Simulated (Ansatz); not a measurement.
# BrCl3H2OSn: the cost of one run

All numbers below are computed with Ansatz 0.2.0 (RKS PBE-D4/def2-SVP).

## (1) The starting structure

Bond lengths: Sn1–O2 2.310 Å, O2–H3 1.010 Å, Sn1–Cl4 2.410 Å, Sn1–Cl5 2.408 Å, Sn1–Cl6 2.408 Å, Sn1–Br7 2.890 Å. Angles: Sn1–O2–H3 109.5°, O2–Sn1–Cl4 109.4°, O2–Sn1–Cl5 109.5°, O2–Sn1–Cl6 109.5°, O2–Sn1–Br7 71.6°, Cl4–Sn1–Cl5 109.5°, Cl4–Sn1–Cl6 109.5°, Cl4–Sn1–Br7 67.2°, Cl5–Sn1–Cl6 109.5°, Cl5–Sn1–Br7 176.6°, Cl6–Sn1–Br7 72.8°.

Structure file:

```xyz
8

Sn    0.0000    0.0000    0.0000
O     0.0000    0.0000    2.3100
H    -0.9095   -0.2814    2.6471
Cl    2.2726    0.0000   -0.8025
Cl   -1.1351    1.9666   -0.8025
Cl   -1.1351   -1.9666   -0.8025
Br    1.5084   -2.2905    0.9113
H     0.7248   -1.1007    2.1414
```

## (2) Pulling towards end A

Springs on the bonds that form and break draw the guess towards this end; the thresholds are loose.

The input, input.yaml:

```yaml
crystal:
  periodic: [false, false, false]
  atoms:
    - { symbol: Sn, position_ang: [0.0, 0.0, 0.0] }
    - { symbol: O, position_ang: [0.0, 0.0, 2.31] }
    - { symbol: H, position_ang: [-0.9095, -0.2814, 2.6471] }
    - { symbol: Cl, position_ang: [2.2726, 0.0, -0.8025] }
    - { symbol: Cl, position_ang: [-1.1351, 1.9666, -0.8025] }
    - { symbol: Cl, position_ang: [-1.1351, -1.9666, -0.8025] }
    - { symbol: Br, position_ang: [1.5084, -2.2905, 0.9113] }
    - { symbol: H, position_ang: [0.7248, -1.1007, 2.1414] }
basis:
  gaussian: { orbitals: def2-SVP }
hamiltonian:
  xc: pbe
  dispersion: d4
relax:
  f_tol: 0.15
  max_steps: 25
  restrain:
    - { distance: [0, 6], at: 3.79, k: 30.0 }
    - { distance: [7, 1], at: 2.21, k: 30.0 }
    - { distance: [0, 1], at: 1.96, k: 30.0 }
    - { distance: [7, 6], at: 1.55, k: 30.0 }
```

Launch:

```
$ ansatz run input.yaml --threads 4 --pin off --max-ram 5120MiB --backend cpu --events-out ev --progress --plain --runs-dir out
```

Q: Estimate wall time and peak memory on 4 threads of AMD EPYC 9R45 (Zen 5), shared host.

About 7 s, with a peak of 0.24 GiB.
